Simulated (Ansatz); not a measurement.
# GeHO (quartet): from Hartree-Fock to the top rungs at angle O2–Ge1–H3 = 137.9°, cc-pVDZ

One table from this session's results is given with a row withheld; the runs are named, their logs left out.

The runs use Ansatz 0.2.0, Gaussian basis; cc-pVDZ, core rule «outside noble gas», up to 15 orbitals frozen.

To be run: UHF; CCSD(T) on ROHF; CCSD(T) on UHF; BCCD(T) on ROHF; CISD; CCSDT(Q) on ROHF; CCSDT(Q) on UHF; CASSCF and MRCISD+Q, 5 electrons in 5 orbitals; CASSCF and NEVPT2, 5 electrons in 5 orbitals.

30 further runs of the same task are left out: 15 for a known fault of the program, 12 that didn't finish, 3 set aside as unsound or not needed.

## The geometry

The geometry derives from a PBE0/def2-TZVP stationary point (not a proven minimum). One angle is set to the value named; bond lengths are kept. No spin-orbit coupling is included. The filled d shell of Ge may be among the frozen orbitals whatever the setting's name suggests; the logs give the count.

3 atoms, charge 0, spin multiplicity 4.

Atoms are counted from 1 here; the program's logs count them from 0.

Bond lengths: Ge1–O2 1.855 Å, Ge1–H3 1.563 Å. Angles: O2–Ge1–H3 137.9°.

Set-up of the first run:

The input, in.yaml:

```yaml
crystal:
  periodic: [false, false, false]
  atoms:
    - {symbol: Ge, position_ang: [0.000000, 0.031814, 0.316666]}
    - {symbol: O, position_ang: [0.000000, -0.221812, -1.521000]}
    - {symbol: H, position_ang: [0.000000, 1.228121, 1.321980]}
basis:
  gaussian: {orbitals: cc-pVDZ}
magnetization: {spin_polarized: true, initial_magnetization: 3}
hamiltonian: {xc: hf}
output: {orbitals: {seedname: orbitals}}
```

Started as:

```
> ansatz run in.yaml --threads 1 --pin off --events-out ev --progress --plain --max-ram 2393MiB
```

Steps of the session up to this table: UHF; CCSD(T) on ROHF; CCSD(T) on UHF; BCCD(T) on ROHF; CISD; CCSDT(Q) on ROHF; CCSDT(Q) on UHF; CASSCF and MRCISD+Q, 5 electrons in 5 orbitals; CASSCF and NEVPT2, 5 electrons in 5 orbitals.

One table of the session follows, with a row left open; its other results are not shown here.

| method | from UCCSDT(Q) (meV) |
| --- | --- |
| ROHF | +6588.5 |
| UHF | +6380.0 |
| RMP2 | +926.2 |
| UMP2 | +927.8 |
| RCCSD | +214.0 |
| UCCSD | ? |
| RCCSD(T) | +60.4 |
| UCCSD(T) | +51.3 |
| BCCD(T) | +61.2 |
| RCCSDT | +27.0 |
| UCCSDT | +16.8 |
| RCCSDT(Q) | +12.2 |
| UCCSDT(Q) | 0 |
| CASSCF pair | +5941.4 |
| NEVPT2 pair | +920.1 |
| MRCISD pair | +516.6 |
| MRCISD+Q pair | +81.3 |

Q: Estimate the row for UCCSD from the others.

As computed: from UCCSDT(Q) (meV): +199.7. In the column «from UCCSDT(Q) (meV)» it lies between MRCISD+Q pair (+81.3) and RCCSD (+214.0).

Not comparable, so not listed: CISD (they don't share determinant, frozen orbitals or solution with the rows shown, or repeat one).

Limits of these values: Restricted and unrestricted rows rest on different reference determinants; where their highest levels disagree by more than a few hundredths of an eV, they describe different states and don't form one ladder.
